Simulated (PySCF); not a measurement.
# CH3GeN: the cost of one run

Computed with PySCF 2.14.0, with density-fitted response routines of our own, on a single molecule in the gas phase. Atoms count from 0, in the outputs and in this text.

## (1) Starting geometry

6 atoms, charge 0, multiplicity 1; geometry from: GFN2-xTB. The atoms were then displaced at random by about 0.01 Å, so the start is not that level's minimum.

Bonds of the start (Å): N0–C1 1.17, C1–Ge2 1.92, Ge2–H3 1.48, Ge2–H4 1.49, Ge2–H5 1.49.

## (2) Relaxing the molecule at PBE0-D3(BJ)/def2-SVP

What the job is given:

```
{"job": {"xc": "PBE0", "basis": "def2-SVP", "d3": "d3bj", "grid": 1, "shake": 0.01, "kind": "geom"}, "charge": 0, "multiplicity": 1}
N      2.466970    -0.015830     0.052660
C      1.296410     0.000900     0.022050
Ge    -0.623800    -0.004290    -0.025110
H     -1.005500     1.272710    -0.659490
H     -1.028900    -1.193220    -0.824730
H     -1.081020    -0.090290     1.389950
```

Run with:

```bash
OMP_NUM_THREADS=1 python probes_run.py task.json out
```

The driver reads the jobs from task.json and runs them one after another.

**Question.** How long does this first job take on 1 thread of Arm Neoverse V1, shared host, and how much memory does it need?

About 12 s, with a peak of 0.32 GiB.
